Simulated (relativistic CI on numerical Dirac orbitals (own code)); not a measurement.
**Kr¹⁶⁺: one ion under different settings**

How much do the settings matter for Kr¹⁶⁺? One ion, several inputs.

The numbers are computed with relativistic CI on numerical Dirac orbitals (own code) version 3 (Dirac-Coulomb-Breit CI, KLI orbitals optimised for each configuration, model QED (radiative potential, 1s self-energy scaled to tabulated hydrogen-like ionisation energies), numerical settings as typed), except any that are marked as measured or tabulated.

## (1) The system

| Quantity | Value |
| --- | --- |
| ion | Kr¹⁶⁺ (Kr XVII) |
| nuclear charge | 36 |
| electrons | 20 |
| isotope | A = 84 |

## (2) Usual settings

Settings of the run:

```ini
atom Kr  Z=36  charge=16  electrons=20
nucleus A=84  rms_radius_fm=4.1884
hamiltonian dirac-coulomb  breit=on  qed=on  c_scale=1
orbitals kli  potential=per-configuration
slater_scale 1
correlation none
mixing on
grid step=0.0125 r_max=8.8
scf mixing=0.4 start=green max_iterations=150 tolerance=2e-08 node_fill=0.05
configurations
  [Ar] 3d2
  [Ne] 3s2 3p5 3d3
  [Ne] 3s 3p6 3d3
  [Ne] 3p6 3d4
  [Ar] 3d 4s
end
```

The run is started by

```sh
$ python run_levels.py task.json out
```

The settings of every run stand in task.json; they run in order.

## (3) End of the grid 6.16, Slater scale 0.6

Changes to the settings of step 2:

```diff
@@ -4,6 +4,6 @@
 orbitals kli  potential=per-configuration
-slater_scale 1
+slater_scale 0.6
 correlation none
 mixing on
-grid step=0.0125 r_max=8.8
+grid step=0.0125 r_max=6.16
 scf mixing=0.4 start=green max_iterations=150 tolerance=2e-08 node_fill=0.05
```

## (4) QED terms off

Settings of the run:

```ini
atom Kr  Z=36  charge=16  electrons=20
nucleus A=84  rms_radius_fm=4.1884
hamiltonian dirac-coulomb  breit=on  qed=off  c_scale=1
orbitals kli  potential=per-configuration
slater_scale 1
correlation none
mixing on
grid step=0.0125 r_max=8.8
scf mixing=0.4 start=green max_iterations=150 tolerance=2e-08 node_fill=0.05
configurations
  [Ar] 3d2
  [Ne] 3s2 3p5 3d3
  [Ne] 3s 3p6 3d3
  [Ne] 3p6 3d4
  [Ar] 3d 4s
end
```

## (5) Node fill 0.5

Settings of the run:

```ini
atom Kr  Z=36  charge=16  electrons=20
nucleus A=84  rms_radius_fm=4.1884
hamiltonian dirac-coulomb  breit=on  qed=on  c_scale=1
orbitals kli  potential=per-configuration
slater_scale 1
correlation none
mixing on
grid step=0.0125 r_max=8.8
scf mixing=0.4 start=green max_iterations=150 tolerance=2e-08 node_fill=0.5
configurations
  [Ar] 3d2
  [Ne] 3s2 3p5 3d3
  [Ne] 3s 3p6 3d3
  [Ne] 3p6 3d4
  [Ar] 3d 4s
end
```

## (6) Breit term off, potential mixing 0.7

Settings of the run:

```ini
atom Kr  Z=36  charge=16  electrons=20
nucleus A=84  rms_radius_fm=4.1884
hamiltonian dirac-coulomb  breit=off  qed=on  c_scale=1
orbitals kli  potential=per-configuration
slater_scale 1
correlation none
mixing on
grid step=0.0125 r_max=8.8
scf mixing=0.7 start=green max_iterations=150 tolerance=2e-08 node_fill=0.05
configurations
  [Ar] 3d2
  [Ne] 3s2 3p5 3d3
  [Ne] 3s 3p6 3d3
  [Ne] 3p6 3d4
  [Ar] 3d 4s
end
```

## (7) Grid step 0.08

Settings of the run:

```ini
atom Kr  Z=36  charge=16  electrons=20
nucleus A=84  rms_radius_fm=4.1884
hamiltonian dirac-coulomb  breit=on  qed=on  c_scale=1
orbitals kli  potential=per-configuration
slater_scale 1
correlation none
mixing on
grid step=0.08 r_max=8.8
scf mixing=0.4 start=green max_iterations=99 tolerance=2e-08 node_fill=0.05
configurations
  [Ar] 3d2
  [Ne] 3s2 3p5 3d3
  [Ne] 3s 3p6 3d3
  [Ne] 3p6 3d4
  [Ar] 3d 4s
end
```

## (8) Tolerance 0.05

Changes to the settings of step 7:

```diff
@@ -7,4 +7,4 @@
 mixing on
-grid step=0.08 r_max=8.8
-scf mixing=0.4 start=green max_iterations=99 tolerance=2e-08 node_fill=0.05
+grid step=0.0125 r_max=8.8
+scf mixing=0.4 start=green max_iterations=59 tolerance=0.05 node_fill=0.05
 configurations
```

(Steps that only read results are left out.)

Q: Predict the outcome of this session. Wanted: lowest level, usual settings; total energy; first excitation.

The runs gave:

| setting | total energy less usual (Ha) | largest shift of a level among the lowest eight of both runs, same label and place (cm⁻¹) | SCF iterations | time | lowest level | kind of change |
| --- | --- | --- | --- | --- | --- | --- |
| usual | 0 | 0 | 50 | 0.19 s | 3d2 3F2 | - |
| end of the grid 6.16, Slater scale 0.6 | 0.0552 | 21800 | 50 | 0.19 s | 3d2 3F2 | model term |
| QED terms off | -0.959 | 80.3 | 50 | 0.18 s | 3d2 3F2 | model term |
| node fill 0.5 | 0.00812 | 288 | 50 | 0.18 s | 3d2 3F2 | numerical |
| Breit term off, potential mixing 0.7 | -1.41 | 1610 | 44 | 0.16 s | 3d2 3F2 | model term |
| grid step 0.08 | 0.000616 | 0.363 | 50 | 0.076 s | 3d2 3F2 | unsound |
| tolerance 0.05 | 5.06e-05 | 12.1 | 24 | 0.15 s | 3d2 3F2 | unsound |

```
                    quantity          value
lowest level, usual settings        3d2 3F2
                total energy  -2657.3746 Ha
            first excitation   10587.5 cm⁻¹
```

**Reading.** Among the runs whose levels can be followed, they move most under «end of the grid 6.16, Slater scale 0.6» (model term), by up to 21800 cm⁻¹. Only the listed configurations are in the model.
